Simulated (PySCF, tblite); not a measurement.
**C9H12FN: geometry, infrared bands and NMR shifts**

Aim: predict the infrared bands and NMR shifts of C9H12FN (`C[C@@H](F)[C@@H](C)c1ccccn1`).

Programs: tblite 0.8.0 and PySCF 2.14.0, with density-fitted response routines of our own. Each step states its level of theory. These are calculated values for one molecule in the gas phase, unless marked as measured. Atoms count from 0, in the outputs and in this text.

## Step 1: Starting geometry

23 atoms, charge 0, multiplicity 1; geometry from: force field or distance geometry start.

Bonds of the start (Å): C0–C1 1.51, C1–F2 1.36, C1–C3 1.54, C3–C4 1.55, C3–C5 1.51, C5–C6 1.40, C6–C7 1.40, C7–C8 1.38, C8–C9 1.39, C9–N10 1.35, N10–C5 1.36, C0–H11 1.10, C0–H12 1.08, C0–H13 1.09, C1–H14 1.10, C3–H15 1.11, C4–H16 1.10, C4–H17 1.09, C4–H18 1.09, C6–H19 1.08, C7–H20 1.08, C8–H21 1.08, C9–H22 1.10.

## Step 2: Geometry optimisation with GFN2-xTB

What the job is given:

```
{"job": {"kind": "relax", "xc": "GFN2-xTB", "basis": "xTB"}, "charge": 0, "multiplicity": 1}
C     -2.086900     1.282500    -0.685400
C     -1.983100    -0.174000    -0.300100
F     -1.742400    -0.913600    -1.415600
C     -0.885600    -0.460700     0.742400
C     -0.860500    -1.957300     1.125400
C      0.486200     0.008500     0.329900
C      1.143800    -0.500300    -0.792200
C      2.412700    -0.014900    -1.113600
C      2.994100     0.956200    -0.323500
C      2.274600     1.415900     0.774900
N      1.048300     0.965600     1.111600
H     -2.942000     1.414900    -1.369300
H     -1.208900     1.631800    -1.206700
H     -2.253300     1.921300     0.187500
H     -2.948600    -0.501500     0.107200
H     -1.159400     0.079900     1.677000
H     -0.632100    -2.584700     0.255900
H     -1.831500    -2.276200     1.515600
H     -0.103400    -2.153900     1.890800
H      0.682400    -1.263300    -1.400500
H      2.925600    -0.398400    -1.984500
H      3.970100     1.359100    -0.552600
H      2.695300     2.189900     1.435900
```

Started as:

```
$ OMP_NUM_THREADS=1 python probes_run.py task.json out
```

The driver reads the jobs from task.json and runs them one after another.

**Question.** This job is followed by: GFN2-xTB harmonic vibrations, gas phase; GIAO PBE0/pcSseg-1 NMR shielding, non-relativistic, gas phase. What will the session give for the following? strongest single infrared mode (GFN2-xTB); zero-point energy (GFN2-xTB); 13C shifts against TMS (PBE0/pcSseg-1); 1H shifts against TMS (PBE0/pcSseg-1, means over atoms taken as alike); 19F shifts against CFCl3 (PBE0/pcSseg-1); 15N shifts against NH3 (PBE0/pcSseg-1).

**Answer**, as computed:

| quantity | value |
| --- | --- |
| strongest single infrared mode (GFN2-xTB) | 1586 cm⁻¹, 57 km/mol |
| zero-point energy (GFN2-xTB) | 118.5 kcal/mol |
| 13C shifts against TMS (PBE0/pcSseg-1) | 169.1, 154.7, 142.3, 128.4, 126.9, 96.1, 54.2, 22.5, 21.1 ppm |
| 1H shifts against TMS (PBE0/pcSseg-1, means over atoms taken as alike) | 8.84, 7.94, 7.76, 7.34, 4.99, 3.07, 1.51, 1.07 ppm |
| 19F shifts against CFCl3 (PBE0/pcSseg-1) | -222.5 ppm |
| 15N shifts against NH3 (PBE0/pcSseg-1) | 358.9 ppm |

What this shows: Over 53 steps the energy fell by 0.119 eV; of the close pairs, C5–N10 changed most, 1.358 to 1.327 Å. All 63 modes are real, so the xTB geometry is a minimum. The strongest single mode, at 1586 cm⁻¹, is carried by C9, C6, C7, C5. Unscaled tight-binding wavenumbers are off by several per cent, some by more. Its intensities can rank the bands wrongly. At PBE0/pcSseg-1: The largest span, 647 ppm, is at N10, where the paramagnetic term is -423 ppm. NICS(1)zz of -28 ppm above the planar ring from C5 marks a diatropic (aromatic) ring current.
